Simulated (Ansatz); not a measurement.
**FGe2H5O: small, medium and large basis sets**

Aim: see how fast density functionals converge with the basis set for FGe2H5O.

The runs use Ansatz 0.2.0, Gaussian basis; one geometry, several basis sets.

Levels to be run: PBE0-D4/def2-SVP; ωB97M-V/def2-SVP; PBE0-D4/def2-QZVPP; ωB97M-V/def2-QZVPP; the functionals' def2-TZVPP values are taken from earlier runs.

**1. Structure used throughout**

The geometry comes from an earlier relaxation with PBE0-D4 in a triple-zeta def2 set; it is a stationary point, not always the lowest conformer.

SMILES `[F][GeH2][O][GeH3]`, 9 atoms, charge 0, spin multiplicity 1.

Atoms are counted from 1 here; the program's logs count them from 0.

Bond lengths: F1–Ge2 1.730 Å, Ge2–O3 1.749 Å, Ge2–H5 1.535 Å, Ge2–H6 1.535 Å, O3–Ge4 1.776 Å, Ge4–H7 1.540 Å, Ge4–H8 1.540 Å, Ge4–H9 1.531 Å. Angles: F1–Ge2–O3 104.2°, F1–Ge2–H5 106.8°, F1–Ge2–H6 106.8°, O3–Ge2–H5 111.2°, O3–Ge2–H6 111.2°, H5–Ge2–H6 115.9°, Ge2–O3–Ge4 132.3°, O3–Ge4–H7 108.8°, O3–Ge4–H8 108.8°, O3–Ge4–H9 105.4°, H7–Ge4–H8 110.2°, H7–Ge4–H9 111.7°, H8–Ge4–H9 111.7°.

Geometry (Å):

```xyz
9

F    -2.38767    1.75706    0.07189
Ge   -0.70036    1.38963    0.18324
O    -0.61514   -0.33056   -0.12087
Ge    0.74958   -1.46467   -0.19510
H     0.00071    2.18481   -0.92716
H    -0.26859    1.72100    1.61865
H     1.46731   -1.46719    1.16714
H     1.71484   -1.00825   -1.30454
H     0.12772   -2.82812   -0.51045
```

**2. PBE0-D4 in def2-SVP**

in.yaml

```yaml
crystal:
  periodic: [false, false, false]
  atoms:
    - {symbol: F, position_ang: [-2.387665, 1.757057, 0.071893]}
    - {symbol: Ge, position_ang: [-0.700363, 1.389630, 0.183242]}
    - {symbol: O, position_ang: [-0.615141, -0.330564, -0.120869]}
    - {symbol: Ge, position_ang: [0.749583, -1.464674, -0.195103]}
    - {symbol: H, position_ang: [0.000706, 2.184808, -0.927161]}
    - {symbol: H, position_ang: [-0.268594, 1.721004, 1.618648]}
    - {symbol: H, position_ang: [1.467312, -1.467194, 1.167139]}
    - {symbol: H, position_ang: [1.714845, -1.008245, -1.304539]}
    - {symbol: H, position_ang: [0.127717, -2.828122, -0.510453]}
basis:
  gaussian: {orbitals: def2-SVP}
hamiltonian: {xc: pbe0, dispersion: d4}
output: {orbitals: {seedname: orbitals}}
```

The run is started by

```
$ ansatz run in.yaml --threads 4 --pin off --events-out ev --progress --plain --max-ram 10444MiB
```

Further steps of the session: ωB97M-V in def2-SVP; PBE0-D4 in def2-QZVPP; ωB97M-V in def2-QZVPP.

Before running them: what should the planned runs give, taken together? Wanted: PBE0-D4: double and triple zeta above quadruple; ωB97M-V: double and triple zeta above quadruple.

The runs gave:

| quantity | value |
| --- | --- |
| PBE0-D4: double and triple zeta above quadruple | 23.13, 2.77 eV |
| ωB97M-V: double and triple zeta above quadruple | 23.15, 2.68 eV |

In words: For PBE0-D4 the step from double to triple zeta gains 20.37 eV and the next only 2.77 eV. Total energies overstate the basis error of differences, where much of it tends to cancel. The LUMO of ωB97M-V is positive and keeps falling with the basis (1.90 to 1.17 eV): an unbound level that the basis holds in place.
